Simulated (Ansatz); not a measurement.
# GeH+ (singlet): from Hartree-Fock to the top rungs, cc-pVTZ

One table from this session's results is given with a row withheld; the runs are named, their logs left out.

Method: cc-pVTZ, core rule «outside noble gas», up to 14 orbitals frozen; program: Ansatz 0.2.0, Gaussian basis.

Plan: UHF; CCSD(T) on RHF; BCCD(T) on RHF; CISD; CCSDT(Q) on RHF; CASSCF and MRCISD+Q, 4 electrons in 5 orbitals; CASSCF and MRCISD+Q(relaxed), 4 electrons in 5 orbitals; CASSCF and NEVPT2, 4 electrons in 5 orbitals; Full CI.

11 further runs of the same task are left out: 2 that didn't finish, 9 set aside as unsound or not needed.

### The system

The geometry is a PBE0/def2-TZVP stationary point (not a proven minimum) of the parent state, kept for this charge and spin. No spin-orbit coupling is included. The filled d shell of Ge may be among the frozen orbitals whatever the setting's name suggests; the logs give the count.

2 atoms, charge 1, spin multiplicity 1.

Atoms are counted from 1 here; the program's logs count them from 0.

Bond lengths: Ge1–H2 1.601 Å.

The first run:

in.yaml

```yaml
crystal:
  periodic: [false, false, false]
  atoms:
    - {symbol: Ge, position_ang: [0.000000, 0.000000, 0.000000]}
    - {symbol: H, position_ang: [0.000000, 0.000000, 1.601240]}
basis:
  gaussian: {orbitals: cc-pVTZ}
total_charge: 1
magnetization: {spin_polarized: true, initial_magnetization: 0}
hamiltonian: {xc: hf}
output: {orbitals: {seedname: orbitals}}
```

Run with:

```console
ansatz run in.yaml --threads 1 --pin off --events-out ev --progress --plain --max-ram 2393MiB
```

Steps of the session up to this table: UHF; CCSD(T) on RHF; BCCD(T) on RHF; CISD; CCSDT(Q) on RHF; CASSCF and MRCISD+Q, 4 electrons in 5 orbitals; CASSCF and MRCISD+Q(relaxed), 4 electrons in 5 orbitals; CASSCF and NEVPT2, 4 electrons in 5 orbitals; Full CI.

One of the session's tables, all rows but one given; the rest of the session is left out.

It belongs to the step «Misses and costs». 

```
                   method  from FCI (kcal/mol)
                      RHF               +54.48
                     RMP2               +13.61
                     CISD                +2.36
                    RCCSD                +1.08
                 RCCSD(T)                +0.23
                  BCCD(T)                +0.23
                   RCCSDT                +0.03
                RCCSDT(Q)                +0.01
           CASSCF valence               +24.50
           NEVPT2 valence                +7.59
           MRCISD valence                +0.75
         MRCISD+Q valence                +0.24
MRCISD+Q(relaxed) valence                    ?
                      FCI                    0
```

Estimate the missing values for MRCISD+Q(relaxed) valence.

The run gave: from FCI (kcal/mol): -0.39. In the column «from FCI (kcal/mol)» it is the lowest.

To keep in mind: MRCISD+Q(relaxed) valence falls below full CI: the +Q correction isn't variational, and the cores differ from full CI's.
